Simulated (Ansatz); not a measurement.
Working through a test of scalar relativity of HSZn, SMILES [SH][Zn]

Computed with Ansatz 0.2.0, Python API.

The cells in order, each with its output:

In [1]:
```python
import ansatz as az
from ase import Atoms
import numpy as np

atoms = Atoms(["S", "Zn", "H"], positions=[
    [-0.351, 0.3583, -0.1616],
    [1.4029, 0.3385, 0.8073],
    [-1.0629, -0.7616, -0.659],
])
mol = az.Crystal.molecule_from_ase(atoms)

model = (
    mol.calculation()
    .functional("b3lyp")
    .spin("collinear", total=1)
    .scf(lower_state_search="light")
    .forces()
)
# a set contracted for a scalar-relativistic Hamiltonian goes with the relativistic run
sets = {"none": "cc-pVTZ", "scalar": "cc-pVTZ-DK"}
found = {kind: model.basis(gaussian=basis).pseudopotentials(relativity=kind).run().report for kind, basis in sets.items()}
for kind, each in found.items():
    dipole = 4.803205 * np.linalg.norm(each["charge_distribution"]["dipole_moment_e_ang"])
    print(f"{kind:7s} E = {each['free_energy_ev']:.4f} eV  dipole {dipole:.3f} D  largest force component {np.abs(each['forces_ev_ang']).max():.4f} eV/A")
print(f"relativity lowers the total energy by {found['none']['free_energy_ev'] - found['scalar']['free_energy_ev']:.3f} eV")
```
```text
none    E = -59274.3057 eV  dipole 1.261 D  largest force component 4.3445 eV/A
scalar  E = -59752.7671 eV  dipole 1.218 D  largest force component 4.1653 eV/A
relativity lowers the total energy by 478.461 eV
```

The total moves by -478.5 eV, nearly all in the cores, and the dipole from 1.26 to 1.22 D.

What to keep in mind:
- These settings explore the input space; basis and method may be short of convergence.
- The geometry is a force-field or estimated start, not a minimum of this method. The basis set changes with the Hamiltonian (a set recontracted for scalar relativity), and most of the change in the total lies in the cores.
- The species is open-shell (spin multiplicity 2).
- b3lyp holds the VWN-RPA fit, as in Gaussian; the form of ORCA and Turbomole is b3lyp5.
- It ran for 13 s on 1 thread of Arm Neoverse V2, with other jobs on the host, peak memory 0.36 GiB.
